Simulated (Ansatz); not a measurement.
# C: an axial (c/a) deformation path

The task here is to estimate one member of a computed series from the others.

Computed with Ansatz 0.2.0 (DFT r2SCAN, scalar-relativistic, plane waves, PAW, unless a step's input says otherwise).

## The system as given

It takes space group P6/mmm (No. 191, hexagonal). The conventional cell has a = 2.456 Å, b = 2.456 Å, c = 8.524 Å, α = 90.00°, β = 90.00°, γ = 120.00°. C (site symmetry -6m2) is surrounded by 3 C at 1.42 Å.

As a file:

```xyz
2
Lattice="2.4562 0.0000 0.0000 -1.2281 2.1271 0.0000 0.0000 0.0000 8.5238" Properties=species:S:1:pos:R:3 pbc="T T T"
C     0.0000    1.4181    0.0000
C     1.2281    0.7090    0.0000
```

It goes back to an entry of the Materials Project, which need not be the stable form.

The cell is taken as given, not relaxed at this level.

## The reference cell

Reference values: F = -503.3022 eV; pressure -0.05 GPa; largest force 0.000 eV/Å; gap on the mesh none (metal). It was computed beforehand with the settings of the runs below.

Set-up of the first run:

At fixed volume and fractional coordinates, lengths along (0.000, 0.000, 1.000) are scaled against those across it; ρ is that ratio over its starting value.

The input, input.yaml:

```yaml
crystal:
  lattice:
    - [2.5928982582, 0.0, 0.0]
    - [-1.2964491291, 2.245515761, 0.0]
    - [0.0, 0.0, 7.6485546243]
  atoms:
    - { symbol: C, position: [0.3333333333, 0.6666666667, 0.0] }
    - { symbol: C, position: [0.6666666667, 0.3333333333, 0.0] }
basis:
  ecutwfc: 500
kpoints:
  mp_grid: { grid: [24, 24, 6] }
hamiltonian:
  xc: r2scan
scf:
  occupations: { method: gaussian, width: 0.15 }
output:
  forces: true
  stress: true
  eigenvalues: true
```

Started as:

```bash
> ansatz run input.yaml --threads 1 --pin off --max-ram 2560MiB --backend cpu --events-out ev --progress --plain --runs-dir out
```

Among the steps run: At ρ = 0.850; ρ = 1.200; At ρ = 0.920; ρ = 1.100; Point ρ = 0.960; ρ = 1.050; ρ = 0.800; At ρ = 1.300.

One table of the session follows, with a row left open; its other results are not shown here.

It belongs to the step «The scan collected». The scan, with free energies counted from the undisturbed cell:

```
    ρ  ΔE (meV/atom)  pressure (GPa)
0.800          347.2           -21.0
0.850          190.6           -16.1
0.920           52.6            -8.8
0.960              ?               ?
1.000            0.0             0.0
1.050           18.7             5.6
1.100           73.9            11.5
1.200          283.6            23.4
1.300          611.8            35.8
```

Estimate the missing values for ρ = 0.960.

Worked estimate for «ΔE (meV/atom)». A straight line through the neighbours (0.920, 52.6) and (1.000, 0.0) gives 52.6 + (0.0 − 52.6) × (0.960 − 0.920) / (1.000 − 0.920) = 26.3; a parabola fitted to 4 rows on both sides gives 12.7.

**Answer.** ΔE (meV/atom): 13.0; pressure (GPa): -4.5. In «ΔE (meV/atom)» the line misses by +13.3 and the parabola by -0.3.

Caveats from the session: Warnings in the runs' records: xc potential rough in thin density.
